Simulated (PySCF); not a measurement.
Runs of PySCF 2.14.0 on F2Si. The cell holds a molecule in a box, 3 atoms: a = 11.000 Å, b = 12.000 Å, c = 10.000 Å, α = 90.00°, β = 90.00°, γ = 90.00°. 

```csv
task,level,frozen core bands,conv_tol,exxdiv,grid for exchange and correlation,gap on the mesh (eV)
atomic charges,SOGGA11,-,1e-07 Ha,-,"Becke, atom-centred",(a)
CCSD(T) correlation energy,HF,7,1e-08 Ha,ewald,-,12.67
MP2 correlation energy,HF,7,1e-08 Ha,ewald,-,12.67
atomic charges,BHandHLYP,-,1e-07 Ha,ewald,"Becke, atom-centred",8.44
```

Alike in all rows: potentials or basis pob-tzvp-rev2 (all-electron); no spin polarisation; cell as given; k mesh 1 × 1 × 1; smearing fixed.

Question: Estimate the missing entries.

Answer: (a) 4.09.

Caveats: this is a molecule in a periodic box at the Γ point, so its band gap is the HOMO-LUMO gap; the basis of atomic orbitals isn't converged, which shifts pressures, moduli and gaps; the basis is small and the box finite, so much correlation energy is missing and levels can be off by tenths of an eV (some runs).

Runs at the PBE level aren't shown here.
